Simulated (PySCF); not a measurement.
# C2H8N2Si: the cost of one run

Programs: PySCF 2.14.0, with density-fitted response routines of our own. Each step states its level of theory. These are calculated values for one molecule in the gas phase, unless marked as measured. Atoms count from 0, in the outputs and in this text.

## Step 1: Starting geometry

13 atoms, charge 0, multiplicity 1; geometry from: GFN2-xTB. The atoms were then displaced at random by about 0.01 Å, so the start is not that level's minimum.

Bonds of the start (Å): C0–C1 1.50, C1–N2 1.26, N2–Si3 1.67, Si3–N4 1.74, C0–H5 1.06, C0–H6 1.09, C0–H7 1.12, C1–H8 1.11, Si3–H9 1.46, Si3–H10 1.49, N4–H11 1.03, N4–H12 1.02.

## Step 2: Relaxing the molecule at PBE0-D3(BJ)/def2-SVP

What the job is given:

```
{"job": {"xc": "PBE0", "basis": "def2-SVP", "d3": "d3bj", "grid": 1, "shake": 0.01, "kind": "geom"}, "charge": 0, "multiplicity": 1}
C      2.459000     0.146060    -0.084380
C      1.116640    -0.469240     0.202190
N      0.043480    -0.081370    -0.342930
Si    -1.568380    -0.521760    -0.247050
N     -2.566880     0.838630     0.170790
H      3.116620    -0.567900    -0.500060
H      2.887250     0.548500     0.833730
H      2.331830     0.990380    -0.802980
H      1.165090    -1.289890     0.944920
H     -1.935600    -0.891900    -1.606290
H     -1.963960    -1.548340     0.755760
H     -2.493830     1.194290     1.131770
H     -2.585440     1.635670    -0.465790
```

Run with:

```bash
OMP_NUM_THREADS=1 python probes_run.py task.json out
```

One launch serves the whole session: the jobs run in the order shown.

Q: Estimate the wall time and peak memory of this first job on 1 thread of Arm Neoverse V2, shared host.

About 36 s, with a peak of 0.46 GiB.
